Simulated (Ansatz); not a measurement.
# Ba: the cost of one run

Program: Ansatz 0.2.0. Level of theory: DFT PBE, scalar-relativistic, plane waves, PAW. These are calculated values, not measurements.

## 1. The system as given

Symmetry: Pmmm, No. 47, orthorhombic system. Conventional cell: a = 3.350 Å, b = 5.053 Å, c = 14.000 Å, α = 90.00°, β = 90.00°, γ = 90.00°. Around Ba (site symmetry mmm) lie 2 Ba at 3.35 Å.

As a file:

```cif
data_structure
_symmetry_space_group_name_H-M 'P 1'
_symmetry_Int_Tables_number 1
_cell_length_a 3.3498
_cell_length_b 5.0534
_cell_length_c 14.0000
_cell_angle_alpha 90.000
_cell_angle_beta 90.000
_cell_angle_gamma 90.000
_cell_volume 236.99
loop_
_atom_site_label
_atom_site_type_symbol
_atom_site_fract_x
_atom_site_fract_y
_atom_site_fract_z
_atom_site_occupancy
Ba1 Ba 0.00000 0.00000 0.50000 1
```

Recipe of the guess: random sheet by layer group and Wyckoff sites. Its size is a rough estimate.

It is a sheet, periodic along a and b, with vacuum along c; volumes and pressures of the box carry no meaning, and space groups named for it are those of the box.

## 2. A first look at the guess

input.yaml reads:

```yaml
crystal:
  lattice:
    - [3.34985, 0.0, 0.0]
    - [0.0, 5.053369, 0.0]
    - [0.0, 0.0, 14.0]
  atoms:
    - { symbol: Ba, position: [0.0, 0.0, 0.5] }
  periodic: [true, true, false]
basis:
  ecutwfc: 420
kpoints:
  mp_grid: { grid: [6, 4, 1] }
hamiltonian:
  xc: pbe
scf:
  occupations: { method: gaussian, width: 0.1 }
  lower_state_search: "off"
output:
  forces: true
  stress: true
  eigenvalues: true
```

Launch:

```
> ansatz run input.yaml --threads 1 --pin off --max-ram 2048MiB --backend cpu --events-out ev --progress --plain --runs-dir out
```

Q: Estimate wall time and peak memory on 1 thread of Arm Neoverse N1, shared host.

About 8.8 s, with a peak of 0.51 GiB.
